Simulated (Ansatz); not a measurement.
# FGeH3S3: how energies converge with the basis set

One table from this session's results is given with a row withheld; the runs are named, their logs left out.

Program: Ansatz 0.2.0, Gaussian basis. Level of theory: one geometry, several basis sets. These are calculated values, not measurements.

Plan: PBE0-D4/def2-SVP; ωB97M-V/def2-SVP; PBE0-D4/def2-QZVPP; ωB97M-V/def2-QZVPP; the functionals' def2-TZVPP values are taken from earlier runs.

### The geometry

The geometry comes from an earlier relaxation with PBE0-D4 in a triple-zeta def2 set; it is a stationary point, not always the lowest conformer.

SMILES `[F][Ge]([SH])([SH])[SH]`, 8 atoms, charge 0, spin multiplicity 1.

Atoms are counted from 1 here; the program's logs count them from 0.

Bond lengths: F1–Ge2 1.735 Å, Ge2–S3 2.198 Å, Ge2–S4 2.198 Å, Ge2–S5 2.204 Å, S3–H6 1.345 Å, S4–H7 1.344 Å, S5–H8 1.344 Å. Angles: F1–Ge2–S3 108.7°, F1–Ge2–S4 110.7°, F1–Ge2–S5 100.6°, S3–Ge2–S4 105.9°, S3–Ge2–S5 116.2°, S4–Ge2–S5 114.5°, Ge2–S3–H6 92.3°, Ge2–S4–H7 92.2°, Ge2–S5–H8 92.4°.

Geometry (Å):

```mol
FGeH3S3
  3D, bonds by distance, orders not assigned

  8  7  0  0  0  0  0  0  0  0999 V2000
   -1.6589    0.4650    1.0927 F   0  0
   -0.1878    0.2164    0.2063 Ge  0  0
    1.4950    0.2051    1.6198 S   0  0
    0.1877    1.8929   -1.1640 S   0  0
   -0.6321   -1.6979   -0.7916 S   0  0
    0.9188   -0.7419    2.3809 H   0  0
   -0.6381    1.3858   -2.0952 H   0  0
    0.6076   -1.7827   -1.3048 H   0  0
  1  2  8  0
  2  3  8  0
  2  4  8  0
  2  5  8  0
  3  6  8  0
  4  7  8  0
  5  8  8  0
M  END
```

Set-up of the first run:

Input file in.yaml:

```yaml
crystal:
  periodic: [false, false, false]
  atoms:
    - {symbol: F, position_ang: [-1.658862, 0.464966, 1.092679]}
    - {symbol: Ge, position_ang: [-0.187778, 0.216447, 0.206349]}
    - {symbol: S, position_ang: [1.494987, 0.205095, 1.619813]}
    - {symbol: S, position_ang: [0.187710, 1.892943, -1.163990]}
    - {symbol: S, position_ang: [-0.632087, -1.697910, -0.791613]}
    - {symbol: H, position_ang: [0.918775, -0.741887, 2.380923]}
    - {symbol: H, position_ang: [-0.638115, 1.385830, -2.095164]}
    - {symbol: H, position_ang: [0.607569, -1.782685, -1.304796]}
basis:
  gaussian: {orbitals: def2-SVP}
hamiltonian: {xc: pbe0, dispersion: d4}
output: {orbitals: {seedname: orbitals}}
```

Started as:

```
> ansatz run in.yaml --threads 4 --pin off --events-out ev --progress --plain --max-ram 10444MiB
```

Among the steps run: PBE0-D4 in def2-SVP; ωB97M-V in def2-SVP; PBE0-D4 in def2-QZVPP; ωB97M-V in def2-QZVPP.

One table of the session follows, with a row left open; its other results are not shown here.

It belongs to the step «Density functionals: the series». 

| functional | basis | HOMO (eV) |
| --- | --- | --- |
| PBE0-D4 | def2-SVP | -7.70 |
| PBE0-D4 | def2-TZVPP | -7.81 |
| PBE0-D4 | def2-QZVPP | -7.84 |
| ωB97M-V | def2-SVP | -9.82 |
| ωB97M-V | def2-TZVPP | -9.96 |
| ωB97M-V | def2-QZVPP | ? |

Estimate the missing values for ωB97M-V, def2-QZVPP.

As computed: HOMO (eV): -10.00. In the column «HOMO (eV)» it is the lowest.
